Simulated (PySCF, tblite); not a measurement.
**C₅H₉ClO: a rotation path, then NMR shifts on frames**

How do NMR shifts of C₅H₉ClO (`ClCCOC1CC1`) change as the atoms move?

Programs: tblite 0.8.0 and PySCF 2.14.0, with density-fitted response routines of our own. Each step states its level of theory. These are calculated values for one molecule in the gas phase, unless marked as measured. Atoms count from 0, in the outputs and in this text.

### Step 1. The starting structure

16 atoms, charge 0, multiplicity 1; geometry from: GFN2-xTB.

Bonds of the start (Å): Cl0–C1 1.78, C1–C2 1.53, C2–O3 1.41, O3–C4 1.40, C4–C5 1.49, C5–C6 1.50, C6–C4 1.50, C1–H7 1.09, C1–H8 1.09, C2–H9 1.10, C2–H10 1.09, C4–H11 1.09, C5–H12 1.08, C5–H13 1.08, C6–H14 1.08, C6–H15 1.08.

### Step 2. A band between two rotamers with GFN2-xTB

Job settings and geometry (Å):

```
{"job": {"kind": "neb", "xc": "GFN2-xTB", "basis": "xTB", "atoms": [1, 2, 3, 4], "turn": 120}, "charge": 0, "multiplicity": 1}
Cl     3.620567     0.170902    -0.358310
C      1.959001     0.389598     0.232750
C      1.311166    -0.974408     0.472439
O      0.018231    -0.865961     1.013618
C     -0.959092    -0.434673     0.112471
C     -2.264795     0.003987     0.687861
C     -1.352721     1.014828     0.053826
H      2.010389     0.959933     1.160190
H      1.416708     0.955828    -0.524446
H      1.290483    -1.540749    -0.470399
H      1.890411    -1.536647     1.209315
H     -0.964145    -1.000835    -0.817878
H     -3.171313    -0.279629     0.177353
H     -2.342394     0.011382     1.762897
H     -0.844460     1.700102     0.713759
H     -1.625635     1.435288    -0.901888
```

With the program's defaults for keys left out, this is: GFN2-xTB climbing-image nudged elastic band, gas phase.

Command:

```sh
$ OMP_NUM_THREADS=1 python probes_run.py task.json out
```

This one command runs all jobs of the session in turn.

Log:

```text
image   E - E0 / eV
  0       0.0000
  1       0.0109
  2       0.0379
  3       0.0683
  4       0.0868
  5       0.0849
  6       0.0696
  7       0.0518
  8       0.0345
```

Wall time 3.1 s (1 thread of Intel Xeon Platinum 8488C, shared host); peak memory 0.19 GiB.

The final band, with the dihedral C1–C2–O3–C4:

| image | dihedral (°) | energy (eV) | energy (kcal/mol) |
| --- | --- | --- | --- |
| 0 | 73 | 0.000 | 0.0 |
| 1 | 85 | 0.011 | 0.3 |
| 2 | 98 | 0.038 | 0.9 |
| 3 | 112 | 0.068 | 1.6 |
| 4 | 128 | 0.087 | 2.0 |
| 5 | 142 | 0.085 | 2.0 |
| 6 | 157 | 0.070 | 1.6 |
| 7 | 172 | 0.052 | 1.2 |
| 8 | 180 | 0.035 | 0.8 |

### Step 3. Shielding tensors: image 0, PBE0/pcSseg-1

Job settings and geometry (Å):

```
{"job": {"kind": "nmr", "xc": "PBE0", "basis": "pcSseg-1", "pop": false}, "charge": 0, "multiplicity": 1}
Cl     3.620600     0.170900    -0.358300
C      1.959000     0.389600     0.232800
C      1.311200    -0.974400     0.472400
O      0.018200    -0.866000     1.013600
C     -0.959100    -0.434700     0.112500
C     -2.264800     0.004000     0.687900
C     -1.352700     1.014800     0.053800
H      2.010400     0.959900     1.160200
H      1.416700     0.955800    -0.524400
H      1.290500    -1.540700    -0.470400
H      1.890400    -1.536600     1.209300
H     -0.964100    -1.000800    -0.817900
H     -3.171300    -0.279600     0.177400
H     -2.342400     0.011400     1.762900
H     -0.844500     1.700100     0.713800
H     -1.625600     1.435300    -0.901900
```

Level: GIAO PBE0/pcSseg-1 NMR shielding, non-relativistic, gas phase.

Log:

```text
coarse grid: 13720 points
cycle   1  E = -730.6922715271  dE =  9.256e-01  |g| = 5.465e-01  |ddm| = 3.458e+00
cycle   2  E = -730.6496826422  dE =  4.259e-02  |g| = 7.445e-01  |ddm| = 1.124e+00
cycle   3  E = -730.7518565648  dE = -1.022e-01  |g| = 8.860e-02  |ddm| = 7.216e-01
cycle   4  E = -730.7531898870  dE = -1.333e-03  |g| = 3.365e-02  |ddm| = 9.223e-02
cycle   5  E = -730.7534312579  dE = -2.414e-04  |g| = 7.082e-03  |ddm| = 3.139e-02
cycle   6  E = -730.7534422544  dE = -1.100e-05  |g| = 1.979e-03  |ddm| = 7.553e-03
cycle   7  E = -730.7534430645  dE = -8.102e-07  |g| = 5.117e-04  |ddm| = 2.132e-03
final grid: 127344 points
cycle   8  E = -730.8058336988  dE = -4.082e-05  |g| = 1.209e-02  |ddm| = 3.121e-02
cycle   9  E = -730.8058065499  dE =  2.715e-05  |g| = 1.710e-02  |ddm| = 1.898e-02
cycle  10  E = -730.8058626524  dE = -5.610e-05  |g| = 1.584e-03  |ddm| = 1.179e-02
cycle  11  E = -730.8058631337  dE = -4.813e-07  |g| = 2.983e-04  |ddm| = 1.727e-03
cycle  12  E = -730.8058631516  dE = -1.790e-08  |g| = 7.544e-05  |ddm| = 3.715e-04
cycle  13  E = -730.8058631528  dE = -1.162e-09  |g| = 2.646e-05  |ddm| = 1.044e-04
cycle  14  E = -730.8058631529  dE = -1.573e-10  |g| = 5.251e-06  |ddm| = 2.334e-05
converged SCF energy = -730.8058631529

GIAO shielding tensors (ppm)
atom      isotropic    diamagn.    paramagn.     s11        s22        s33       span
  0 Cl     906.813    1144.557    -237.743    785.848    840.002   1094.590    308.743
  1 C      140.251     248.124    -107.873    113.649    135.142    171.961     58.312
  2 C      110.524     244.194    -133.670     74.965     91.901    164.704     89.738
  3 O      268.801     396.427    -127.626    249.087    257.128    300.188     51.101
  4 C      130.399     245.718    -115.319     86.511     97.594    207.092    120.582
  5 C      180.956     256.744     -75.788    151.919    175.552    215.396     63.478
  6 C      176.540     252.420     -75.880    144.506    173.263    211.851     67.345
  7 H       28.351      29.685      -1.333     22.330     29.426     33.298     10.968
  8 H       27.678      31.155      -3.477     20.532     27.458     35.044     14.512
  9 H       28.049      30.099      -2.050     23.323     29.440     31.382      8.059
 10 H       27.684      28.974      -1.289     22.318     28.803     31.933      9.615
 11 H       28.823      31.361      -2.537     23.543     27.798     35.128     11.585
 12 H       31.193      30.639       0.554     25.373     26.752     41.455     16.083
 13 H       31.019      31.355      -0.336     25.473     28.431     39.154     13.682
 14 H       31.441      32.107      -0.666     27.470     28.543     38.308     10.839
 15 H       31.390      31.333       0.057     26.234     26.960     40.975     14.740
```

Wall time 24 s (1 thread of Intel Xeon Platinum 8488C, shared host); peak memory 0.78 GiB.

The references, computed at this level on geometries of the same kind, shield at (ppm): 1H TMS 31.72, 13C TMS 186.9, 17O H2O 336.1, 35Cl HCl 950. Their shielding less the atom's gives the shift. The references are single molecules in the gas phase, so shifts against H2O, NH3, PH3, H3PO4 or CFCl3 are not on the usual liquid scales and can be off by tens of ppm. Each atom is listed at this fixed geometry, with no averaging over motion; a spectrum would average atoms that exchange fast.

| atoms | environment | σ (ppm) | δ (ppm) |
| --- | --- | --- | --- |
| C2 | sp3 CH2 bonded to O | 110.5 | 76.4 |
| C4 | three-membered-ring carbon | 130.4 | 56.5 |
| C1 | sp3 CH2 bonded to Cl | 140.3 | 46.7 |
| C6 | three-membered-ring carbon | 176.5 | 10.4 |
| C5 | three-membered-ring carbon | 181.0 | 6.0 |
| H8 | hydrogen on an sp3 CH2 bonded to Cl | 27.68 | 4.04 |
| H10 | hydrogen on an sp3 CH2 bonded to O | 27.68 | 4.03 |
| H9 | hydrogen on an sp3 CH2 bonded to O | 28.05 | 3.67 |
| H7 | hydrogen on an sp3 CH2 bonded to Cl | 28.35 | 3.37 |
| H11 | hydrogen on a three-membered-ring carbon | 28.82 | 2.89 |
| H13 | hydrogen on a three-membered-ring carbon | 31.02 | 0.70 |
| H12 | hydrogen on a three-membered-ring carbon | 31.19 | 0.52 |
| H15 | hydrogen on a three-membered-ring carbon | 31.39 | 0.33 |
| H14 | hydrogen on a three-membered-ring carbon | 31.44 | 0.28 |
| Cl0 | chlorine bonded to C | 907 | 43 |
| O3 | ether oxygen | 268.8 | 67.3 |

Ring of atoms C4, C5, C6: NICS(0) -40.2, NICS(1) -8.4, NICS(1)zz -20.1 ppm (means of both faces; NICS(1) differs between them: -9.5 and -7.4).

The two faces differ (NICS(1)zz -16.5 and -23.7 ppm).

In rings of three or four atoms NICS is ruled by the nearby σ bonds, so it says little on aromaticity.

### Step 4. Nuclear shieldings: image 2, PBE0/pcSseg-1

Job settings and geometry (Å):

```
{"job": {"kind": "nmr", "xc": "PBE0", "basis": "pcSseg-1", "pop": false}, "charge": 0, "multiplicity": 1}
Cl     3.726700     0.119000    -0.296300
C      2.127400     0.400800     0.427100
C      1.306200    -0.886100     0.362200
O      0.051100    -0.741200     0.987500
C     -1.022700    -0.473600     0.135900
C     -2.282200     0.036500     0.756200
C     -1.479000     0.932000    -0.142600
H      2.281000     0.700700     1.462700
H      1.656100     1.209500    -0.130900
H      1.188100    -1.201200    -0.681100
H      1.833400    -1.675700     0.907700
H     -1.111800    -1.194400    -0.676200
H     -3.219600    -0.362200     0.401900
H     -2.256900     0.246500     1.813100
H     -0.944200     1.744700     0.323400
H     -1.861100     1.153700    -1.127100
```

With the program's defaults for keys left out, this is: GIAO PBE0/pcSseg-1 NMR shielding, non-relativistic, gas phase.

Log:

```text
coarse grid: 13720 points
cycle   1  E = -730.6918300120  dE =  9.165e-01  |g| = 5.452e-01  |ddm| = 3.458e+00
cycle   2  E = -730.6506306894  dE =  4.120e-02  |g| = 7.390e-01  |ddm| = 1.103e+00
cycle   3  E = -730.7511379676  dE = -1.005e-01  |g| = 8.908e-02  |ddm| = 7.056e-01
cycle   4  E = -730.7524826406  dE = -1.345e-03  |g| = 3.393e-02  |ddm| = 9.386e-02
cycle   5  E = -730.7527281367  dE = -2.455e-04  |g| = 7.070e-03  |ddm| = 3.178e-02
cycle   6  E = -730.7527391454  dE = -1.101e-05  |g| = 1.955e-03  |ddm| = 7.557e-03
cycle   7  E = -730.7527399423  dE = -7.969e-07  |g| = 4.990e-04  |ddm| = 2.101e-03
final grid: 127344 points
cycle   8  E = -730.8051625623  dE = -3.650e-05  |g| = 1.194e-02  |ddm| = 2.765e-02
cycle   9  E = -730.8051357599  dE =  2.680e-05  |g| = 1.696e-02  |ddm| = 1.870e-02
cycle  10  E = -730.8051905665  dE = -5.481e-05  |g| = 1.528e-03  |ddm| = 1.160e-02
cycle  11  E = -730.8051910159  dE = -4.493e-07  |g| = 3.011e-04  |ddm| = 1.685e-03
cycle  12  E = -730.8051910343  dE = -1.844e-08  |g| = 7.844e-05  |ddm| = 3.786e-04
cycle  13  E = -730.8051910356  dE = -1.270e-09  |g| = 2.643e-05  |ddm| = 1.076e-04
cycle  14  E = -730.8051910357  dE = -1.639e-10  |g| = 5.187e-06  |ddm| = 2.298e-05
converged SCF energy = -730.8051910357

GIAO shielding tensors (ppm)
atom      isotropic    diamagn.    paramagn.     s11        s22        s33       span
  0 Cl     903.223    1144.455    -241.232    776.179    839.529   1093.960    317.782
  1 C      140.778     247.104    -106.326    113.730    134.319    174.286     60.556
  2 C      110.244     244.355    -134.111     74.067     89.627    167.039     92.972
  3 O      276.183     396.593    -120.410    247.155    268.481    312.912     65.756
  4 C      128.283     244.506    -116.223     79.543     98.774    206.533    126.990
  5 C      181.272     256.819     -75.547    152.329    175.235    216.251     63.922
  6 C      177.596     252.291     -74.695    145.622    173.990    213.176     67.554
  7 H       28.331      29.028      -0.697     22.498     29.088     33.406     10.909
  8 H       28.052      30.680      -2.628     21.577     28.109     34.471     12.894
  9 H       28.250      30.629      -2.378     24.003     28.937     31.811      7.808
 10 H       27.604      29.047      -1.443     22.097     28.917     31.799      9.702
 11 H       28.643      30.953      -2.310     22.817     27.997     35.113     12.296
 12 H       31.230      30.579       0.651     25.417     26.787     41.486     16.070
 13 H       31.057      31.481      -0.424     25.552     28.531     39.089     13.537
 14 H       31.335      32.027      -0.692     27.178     28.414     38.412     11.233
 15 H       31.421      31.174       0.247     26.099     26.867     41.298     15.199
```

Run time: 24 s. Hardware: 1 thread of Intel Xeon Platinum 8488C, shared host; peak memory 0.82 GiB.

Key values: δ C2 76.7, C4 58.6, C1 46.1, C6 9.3, H10 4.11, H8 3.66 ppm.

(Part 1 of 2 ends here.)
